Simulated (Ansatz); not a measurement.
**FH7N2OSi2: relaxing the structure**

What shape does FH7N2OSi2 take? The plan is to relax it.

The runs use Ansatz 0.2.0, Gaussian basis; RKS PBE0-D4/def2-TZVP.

The runs, in order: relaxation at PBE0-D4/def2-TZVP.

1 further run of the same task is left out (set aside as unsound or not needed).

**1. The starting structure**

SMILES `N[SiH2]O[SiH](N)F`, 13 atoms, charge 0, spin multiplicity 1.

Atoms are counted from 1 here; the program's logs count them from 0.

Bond lengths: N1–Si2 1.716 Å, N1–H7 1.005 Å, N1–H8 1.008 Å, Si2–O3 1.629 Å, Si2–H9 1.466 Å, Si2–H10 1.462 Å, O3–Si4 1.602 Å, Si4–N5 1.712 Å, Si4–F6 1.611 Å, Si4–H11 1.449 Å, N5–H12 1.006 Å, N5–H13 1.005 Å. Angles: Si2–N1–H7 120.9°, Si2–N1–H8 118.3°, H7–N1–H8 110.9°, N1–Si2–O3 107.8°, N1–Si2–H9 117.3°, N1–Si2–H10 107.9°, O3–Si2–H9 102.5°, O3–Si2–H10 107.2°, H9–Si2–H10 113.4°, Si2–O3–Si4 149.7°, O3–Si4–N5 110.4°, O3–Si4–F6 109.7°, O3–Si4–H11 105.3°, N5–Si4–F6 103.9°, N5–Si4–H11 121.0°, F6–Si4–H11 106.2°, Si4–N5–H12 119.5°, Si4–N5–H13 119.4° and more.

Coordinates:

```xyz
13

N    -1.0494    1.4579   -1.1901
Si   -1.2253   -0.2487   -1.2187
O     0.0177   -0.8915   -0.3856
Si    1.2609   -0.7050    0.6070
N     0.7277   -0.1345    2.1302
F     2.2158    0.4735    0.0647
H    -1.6436    2.0469   -1.7477
H    -0.1198    1.8417   -1.1265
H    -1.1125   -0.9149   -2.5198
H    -2.4511   -0.5857   -0.4972
H     2.0274   -1.9302    0.4960
H     1.4040    0.1734    2.8079
H    -0.0518   -0.5829    2.5796
```

The start is a GFN2-xTB geometry.

**2. Relaxation at PBE0-D4/def2-TZVP**

in.yaml

```yaml
crystal:
  periodic: [false, false, false]
  atoms:
    - {symbol: N, position_ang: [-1.049400, 1.457940, -1.190100]}
    - {symbol: Si, position_ang: [-1.225260, -0.248680, -1.218720]}
    - {symbol: O, position_ang: [0.017720, -0.891550, -0.385570]}
    - {symbol: Si, position_ang: [1.260890, -0.704990, 0.607040]}
    - {symbol: N, position_ang: [0.727660, -0.134520, 2.130190]}
    - {symbol: F, position_ang: [2.215780, 0.473460, 0.064710]}
    - {symbol: H, position_ang: [-1.643620, 2.046900, -1.747670]}
    - {symbol: H, position_ang: [-0.119840, 1.841720, -1.126510]}
    - {symbol: H, position_ang: [-1.112470, -0.914880, -2.519830]}
    - {symbol: H, position_ang: [-2.451070, -0.585750, -0.497160]}
    - {symbol: H, position_ang: [2.027430, -1.930200, 0.496040]}
    - {symbol: H, position_ang: [1.403960, 0.173390, 2.807950]}
    - {symbol: H, position_ang: [-0.051780, -0.582870, 2.579640]}
basis:
  gaussian: {orbitals: def2-TZVP}
hamiltonian: {xc: pbe0, dispersion: d4}
relax: {f_tol: 0.005, max_steps: 150}
```

On the command line:

```
$ ansatz run in.yaml --threads 2 --pin off --events-out ev --progress --plain --max-ram 22528MiB --backend cuda --devices 0, --max-vram 18GiB
```

**Question.** What will the summary of the whole plan be? Wanted: point group; shift from the start; total energy; dispersion term; dipole moment.

As calculated:

| quantity | value |
| --- | --- |
| point group | C1 |
| steps | 28 |
| shift from the start (rms) | 0.526 Å |
| total energy | -23608.9252 eV |
| dispersion term | -266 meV |
| dipole moment | 2.10 D |

What this shows: The atoms moved 0.53 Å (rms) from the start; the bond that changed most is Si4–H11, from 1.449 to 1.475 Å. No vibrations were run, so it is not proven to be a minimum. The largest Mulliken charge, +0.67 e, sits on Si4.
